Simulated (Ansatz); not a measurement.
# Re: the cost of one run

Method: DFT PBEsol, scalar-relativistic, in Ansatz 0.2.0.

### Step 1. Starting point

Symmetry: P6_3/mmc, No. 194, hexagonal system. The conventional cell has a = 2.603 Å, b = 2.603 Å, c = 4.162 Å, α = 90.00°, β = 90.00°, γ = 120.00°. Re (site symmetry -6m2) is surrounded by 12 Re at 2.57 to 2.60 Å.

Coordinates:

```
CELL_PARAMETERS angstrom
2.60290 0.00000 0.00000
-1.30145 2.25418 0.00000
0.00000 0.00000 4.16200
ATOMIC_POSITIONS crystal
Re 0.33333 0.66667 0.25000
Re 0.66667 0.33333 0.75000
```

Atoms are numbered in the order of the input: Re1, Re2.

### Step 2. After the deformation

Space group P6_3/mmc before, P6_3/mmc after.

### Step 3. LAPW, all electrons

Contents of input.yaml:

```yaml
crystal:
  lattice:
    - [2.6029010724, 0.0, 0.0]
    - [-1.3014505362, 2.2541784522, 0.0]
    - [0.0, 0.0, 4.20362]
  atoms:
    - { symbol: Re, position: [0.3333333333, 0.6666666667, 0.25] }
    - { symbol: Re, position: [0.6666666667, 0.3333333333, 0.75] }
kpoints:
  mp_grid: { grid: [18, 18, 10] }
  band_path:
    path:
      - [0.0, 0.0, 0.0]
      - [0.5, 0.0, 0.0]
      - [0.3333333333, 0.3333333333, 0.0]
      - [0.0, 0.0, 0.0]
      - [0.0, 0.0, 0.5]
      - [0.5, 0.0, 0.5]
      - [0.3333333333, 0.3333333333, 0.5]
      - [0.0, 0.0, 0.5]
      - [0.5, 0.0, 0.5]
    npoints: 5
scf:
  occupations: { method: fermi_dirac, width: 0.05 }
hamiltonian:
  xc: pbesol
  pseudopotentials: { kind: all_electron, lapw: { basis_error: 0.00025 } }
output:
  forces: true
  stress: true
  eigenvalues: true
```

Run with:

```
$ ansatz run input.yaml --threads 1 --pin off --max-ram 3072MiB --backend cpu --events-out ev --progress --plain --runs-dir out
```

What time and memory should one allow on 1 thread of Arm Neoverse V2, shared host?

About 2.2 min, with a peak of 1.1 GiB.
